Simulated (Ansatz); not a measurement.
**CH₇BN₂Si: up Jacob's ladder to CCSD(T)**

One table from this session's results is given with a row withheld; the runs are named, their logs left out.

Computed with Ansatz 0.2.0, Gaussian basis. Level: functionals in def2-TZVPP, the program's frozen cores in correlated methods.

Levels to be run: PBE-D4, r2SCAN-D4, PBE0-D4, B3LYP-D4, ωB97X-V, ωB97M-V, B2PLYP; CCSD(T)/def2-TZVPP; MP2/def2-QZVPP; extrapolation to the limit.

## Structure used throughout

An earlier PBE0-D4 in a triple-zeta def2 set relaxation fixed the geometry.

SMILES `NBC1N[SiH2]1`, 12 atoms, charge 0, spin multiplicity 1.

Atoms are counted from 1 here; the program's logs count them from 0.

Bond lengths: N1–B2 1.396 Å, N1–H6 1.004 Å, N1–H7 1.006 Å, B2–C3 1.544 Å, B2–H8 1.199 Å, C3–N4 1.510 Å, C3–Si5 1.851 Å, C3–H9 1.094 Å, N4–Si5 1.719 Å, N4–H10 1.010 Å, Si5–H11 1.477 Å, Si5–H12 1.481 Å. Angles: B2–N1–H6 122.7°, B2–N1–H7 123.7°, H6–N1–H7 113.6°, N1–B2–C3 121.5°, N1–B2–H8 118.3°, C3–B2–H8 120.2°, B2–C3–N4 118.2°, B2–C3–Si5 119.0°, B2–C3–H9 118.9°, N4–C3–Si5 60.5°, N4–C3–H9 115.4°, Si5–C3–H9 111.4°, C3–N4–Si5 69.6°, C3–N4–H10 114.1°, Si5–N4–H10 121.9°, C3–Si5–N4 49.9°, C3–Si5–H11 124.4°, C3–Si5–H12 117.1° and more.

Coordinates:

| atom | x (Å) | y (Å) | z (Å) |
| --- | --- | --- | --- |
| N1 | -1.90564 | -0.77173 | 0.96905 |
| B2 | -0.65237 | -0.90439 | 0.36805 |
| C3 | 0.34953 | 0.27007 | 0.32496 |
| N4 | 1.78298 | -0.02733 | -0.04693 |
| Si5 | 1.00158 | 0.83528 | -1.31215 |
| H6 | -2.59332 | -1.50357 | 0.95813 |
| H7 | -2.21288 | 0.06260 | 1.43971 |
| H8 | -0.38409 | -1.94528 | -0.16393 |
| H9 | 0.20757 | 1.11090 | 1.01100 |
| H10 | 2.46479 | 0.41077 | 0.55594 |
| H11 | 0.79362 | 0.11793 | -2.58603 |
| H12 | 1.22524 | 2.28956 | -1.48380 |

The first run:

in.yaml

```yaml
crystal:
  periodic: [false, false, false]
  atoms:
    - {symbol: N, position_ang: [-1.905636, -0.771735, 0.969055]}
    - {symbol: B, position_ang: [-0.652371, -0.904387, 0.368045]}
    - {symbol: C, position_ang: [0.349530, 0.270068, 0.324959]}
    - {symbol: N, position_ang: [1.782978, -0.027333, -0.046928]}
    - {symbol: Si, position_ang: [1.001575, 0.835277, -1.312155]}
    - {symbol: H, position_ang: [-2.593323, -1.503571, 0.958133]}
    - {symbol: H, position_ang: [-2.212880, 0.062600, 1.439708]}
    - {symbol: H, position_ang: [-0.384093, -1.945277, -0.163931]}
    - {symbol: H, position_ang: [0.207569, 1.110899, 1.011005]}
    - {symbol: H, position_ang: [2.464787, 0.410772, 0.555940]}
    - {symbol: H, position_ang: [0.793619, 0.117930, -2.586034]}
    - {symbol: H, position_ang: [1.225244, 2.289556, -1.483796]}
basis:
  gaussian: {orbitals: def2-TZVPP}
hamiltonian: {xc: pbe, dispersion: d4}
output: {forces: true, orbitals: {seedname: orbitals}}
```

Started as:

```sh
ansatz run in.yaml --threads 4 --pin off --events-out ev --progress --plain --max-ram 10444MiB
```

Steps of the session up to this table: PBE-D4 (GGA); r2SCAN-D4 (meta-GGA); PBE0-D4 (hybrid); B3LYP-D4 (hybrid); ωB97X-V (range-separated); ωB97M-V (range-separated); B2PLYP (double hybrid); CCSD(T) in def2-TZVPP; MP2 in def2-QZVPP.

One of the session's tables, all rows but one given; the rest of the session is left out.

```
            method  atomisation energy (kcal/mol)
            PBE-D4                         1062.2
         r2SCAN-D4                         1039.4
           PBE0-D4                         1042.1
          B3LYP-D4                         1043.6
           ωB97X-V                         1044.5
           ωB97M-V                         1045.1
            B2PLYP                         1029.1
     HF/def2-TZVPP                          732.8
    MP2/def2-TZVPP                         1019.5
   CCSD/def2-TZVPP                          987.9
CCSD(T)/def2-TZVPP                              ?
           MP2/CBS                         1050.4
       CCSD(T)/CBS                         1035.2
```

**Question.** Estimate the row for CCSD(T)/def2-TZVPP.

The run gave: atomisation energy (kcal/mol): 1004.3. In the column «atomisation energy (kcal/mol)» it lies between CCSD/def2-TZVPP (987.9) and MP2/def2-TZVPP (1019.5).
